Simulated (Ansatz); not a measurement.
# MnI2: the cost of one run

Computed with Ansatz 0.2.0, driven from Python. Level of theory: DFT r2SCAN+D4, plane waves, PAW.

The COD entry's cell or inner coordinates are ideal or old and differ from later refinements, so a difference from it is no clean test against experiment.

## Step 1: The system

It takes space group P-3m1 (No. 164, trigonal). Conventional cell: a = 4.160 Å, b = 4.160 Å, c = 6.820 Å, α = 90.00°, β = 90.00°, γ = 120.00°. Mn (site symmetry -3m) has 6 I at 2.95 Å as nearest neighbours. I (site symmetry 3m) is surrounded by 3 Mn at 2.95 Å.

No structure file is read: the coordinates are typed or built in the script.

## Step 2: The script

Contents of orders_mni2.py:

```python
"""Magnetic orders of MnI2 compared."""

import ansatz
import numpy as np
import pandas as pd

XC = "r2SCAN"
DISPERSION = "d4"
CUTOFF_EV = 530
K_SPACING = 0.29
SIGMA = 0.05


def count_gap(report):
    # lowest empty less highest filled band, counting bands; zero where they overlap
    return max(report.get("gap_by_band_count_ev") or 0.0, 0.0)

CELL = [
    (4.16, 0.0, 0.0),
    (-2.08, 3.602666, 0.0),
    (0.0, 0.0, 13.64),
]
ATOMS = [
    ("Mn", (0.0, 0.0, 0.0)),
    ("I", (1 / 3, 2 / 3, 0.125)),
    ("I", (2 / 3, 1 / 3, 0.375)),
    ("Mn", (0.0, 0.0, 0.5)),
    ("I", (1 / 3, 2 / 3, 0.625)),
    ("I", (2 / 3, 1 / 3, 0.875)),
]


def with_moments(moments):
    crystal = ansatz.Crystal(lattice=ansatz.Lattice.of(CELL))
    for (symbol, position), moment in zip(ATOMS, moments):
        crystal = crystal.atom(symbol, position, moment=moment or None)
    return crystal

# starting moments in muB, one an atom
orders = {
    "FM": [3.2, 0, 0, 3.2, 0, 0],
    "AFM": [3.2, 0, 0, -3.2, 0, 0],
}

rows = []
for label, moments in orders.items():
    base = (
        with_moments(moments).calculation()
        .functional(XC, dispersion=DISPERSION)
        .basis(CUTOFF_EV)
        .kpoints(spacing=K_SPACING)
        .occupations(ansatz.OccupationsMethod.FERMI_DIRAC, width=SIGMA)
        .spin("collinear")
        .band_table()
    )
    r = base.run(threads=1).report
    rows.append((label, r["free_energy_ev"], r["magnetization_mub"], r["absolute_magnetization_mub"], max(abs(m) for m in r["site_moments_mub"]), count_gap(r)))
    print(label, "site moments:", [round(m, 2) for m in r["site_moments_mub"]])

# the same cell with no spin polarisation
plain = (
    with_moments([0] * len(ATOMS)).calculation()
    .functional(XC, dispersion=DISPERSION)
    .basis(CUTOFF_EV)
    .kpoints(spacing=K_SPACING)
    .occupations(ansatz.OccupationsMethod.FERMI_DIRAC, width=SIGMA)
    .band_table()
)
r = plain.run(threads=1).report
rows.append(("NM", r["free_energy_ev"], 0.0, 0.0, 0.0, count_gap(r)))

lowest = min(row[1] for row in rows)
rows = [(row[0], 1000 * (row[1] - lowest) / 2, *row[2:]) for row in sorted(rows, key=lambda row: row[1])]
print(pd.DataFrame(rows, columns=["order", "meV/magnetic atom", "net muB", "absolute muB", "largest site muB", "gap by band count eV"]).round(4).to_string(index=False))
print("lowest of these starts:", rows[0][0])
```

## Step 3: The input behind the calls

The package turns the script's settings into the engine's input (first run):

```yaml
crystal:
  lattice:
    - [4.16, 0.0, 0.0]
    - [-2.08, 3.602666, 0.0]
    - [0.0, 0.0, 13.64]
  atoms:
    - { symbol: Mn, position: [0.0, 0.0, 0.0], spin: 3.2 }
    - { symbol: I, position: [0.3333333333333333, 0.6666666666666666, 0.125] }
    - { symbol: I, position: [0.6666666666666666, 0.3333333333333333, 0.375] }
    - { symbol: Mn, position: [0.0, 0.0, 0.5], spin: 3.2 }
    - { symbol: I, position: [0.3333333333333333, 0.6666666666666666, 0.625] }
    - { symbol: I, position: [0.6666666666666666, 0.3333333333333333, 0.875] }
basis:
  ecutwfc: 530.0
kpoints:
  mp_grid:
    kspacing: 0.29
hamiltonian:
  xc: r2scan
  dispersion: d4
magnetization:
  spin_polarized: true
scf:
  occupations:
    method: fermi_dirac
    width: 0.05
output:
  eigenvalues: true
```

## Step 4: Launch

Started as:

```
python orders_mni2.py
```

Q: Estimate wall time and peak memory on 1 thread of Intel Xeon Platinum 8259CL at 2.50GHz (Skylake/Cascade Lake), shared host.

About 4.3 min, with a peak of 1.3 GiB.
